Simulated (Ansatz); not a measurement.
**C2HAlClF: one species, many methods**

One table from this session's results is given with a row withheld; the runs are named, their logs left out.

Program: Ansatz 0.2.0, Gaussian basis. Level of theory: functionals in def2-TZVPP, the program's frozen cores in correlated methods. These are calculated values, not measurements.

Plan: LDA (SPW92), PBE-D4, revPBE-D4, BLYP-D4, r2SCAN-D4, B97M-V, PBE0-D4, B3LYP-D4, r2SCANh-D4, r2SCAN0-D4, HSE06-D4, BHLYP-D4, CAM-B3LYP-D4, LC-ωPBE, ωB97X-V, ωB97M-V, B2PLYP, PBE-QIDH; CCSD(T)/def2-SVP; CCSD(T)/def2-TZVPP; CCSD(T)/def2-QZVPP; extrapolation to the limit; RPA on PBE.

### The geometry

An earlier PBE0-D4 in a triple-zeta def2 set relaxation fixed the geometry.

SMILES `C#[C][Al]([F])[Cl]`, 6 atoms, charge 0, spin multiplicity 1.

Atoms are counted from 1 here; the program's logs count them from 0.

Bond lengths: C1–C2 1.208 Å, C1–H6 1.067 Å, C2–Al3 1.878 Å, Al3–F4 1.636 Å, Al3–Cl5 2.072 Å. Angles: C2–C1–H6 180.0°, C1–C2–Al3 179.1°, C2–Al3–F4 120.0°, C2–Al3–Cl5 121.8°, F4–Al3–Cl5 118.1°.

As a file:

```
C     0.0792    0.5503    1.7916
C     0.0213    0.1461    0.6542
Al   -0.0619   -0.4563   -1.1227
F    -0.4378   -2.0167   -1.4421
Cl    0.3114    0.8053   -2.7229
H     0.1300    0.9074    2.7958
```

The first run:

Contents of in.yaml:

```yaml
crystal:
  periodic: [false, false, false]
  atoms:
    - {symbol: C, position_ang: [0.079239, 0.550260, 1.791593]}
    - {symbol: C, position_ang: [0.021281, 0.146083, 0.654163]}
    - {symbol: Al, position_ang: [-0.061928, -0.456303, -1.122723]}
    - {symbol: F, position_ang: [-0.437778, -2.016680, -1.442055]}
    - {symbol: Cl, position_ang: [0.311390, 0.805284, -2.722941]}
    - {symbol: H, position_ang: [0.129995, 0.907356, 2.795764]}
basis:
  gaussian: {orbitals: def2-TZVPP}
hamiltonian: {xc: lda}
output: {orbitals: {seedname: orbitals}}
```

The run is started by

```
ansatz run in.yaml --threads 2 --pin off --events-out ev --progress --plain --max-ram 32768MiB --backend cpu
```

Among the steps run: LDA; PBE-D4 (GGA); revPBE-D4 (GGA); BLYP-D4 (GGA); r2SCAN-D4 (meta-GGA); B97M-V (meta-GGA); PBE0-D4 (hybrid); B3LYP-D4 (hybrid); r2SCANh-D4 (hybrid); r2SCAN0-D4 (hybrid); HSE06-D4 (hybrid); BHLYP-D4 (hybrid); CAM-B3LYP-D4 (range-separated); LC-ωPBE (range-separated); ωB97X-V (range-separated); ωB97M-V (range-separated); B2PLYP (double hybrid); PBE-QIDH (double hybrid).

One of the session's tables, all rows but one given; the rest of the session is left out.

It belongs to the step «Orbital energies across the functionals». 

```
  functional  HOMO (eV)  LUMO (eV)  gap (eV)
 LDA (SPW92)      -7.72      -2.60      5.12
      PBE-D4      -7.51      -2.32      5.19
   revPBE-D4      -7.43      -2.19      5.24
     BLYP-D4      -7.32      -2.19      5.13
   r2SCAN-D4      -7.76      -2.06      5.70
      B97M-V      -7.71      -2.10      5.61
     PBE0-D4      -8.76      -1.49      7.26
    B3LYP-D4      -8.48      -1.71      6.77
  r2SCANh-D4      -8.22      -1.77      6.46
  r2SCAN0-D4      -8.92      -1.34      7.58
    HSE06-D4      -8.35      -1.87      6.48
    BHLYP-D4      -9.81      -0.65      9.16
CAM-B3LYP-D4     -10.12      -0.51      9.61
     LC-ωPBE          ?          ?         ?
     ωB97X-V     -11.15       0.54     11.69
     ωB97M-V     -11.02       0.32     11.34
```

Estimate the missing values for LC-ωPBE.

The run gave: HOMO (eV): -11.59; LUMO (eV): 0.64; gap (eV): 12.23. In the column «HOMO (eV)» it is the lowest.
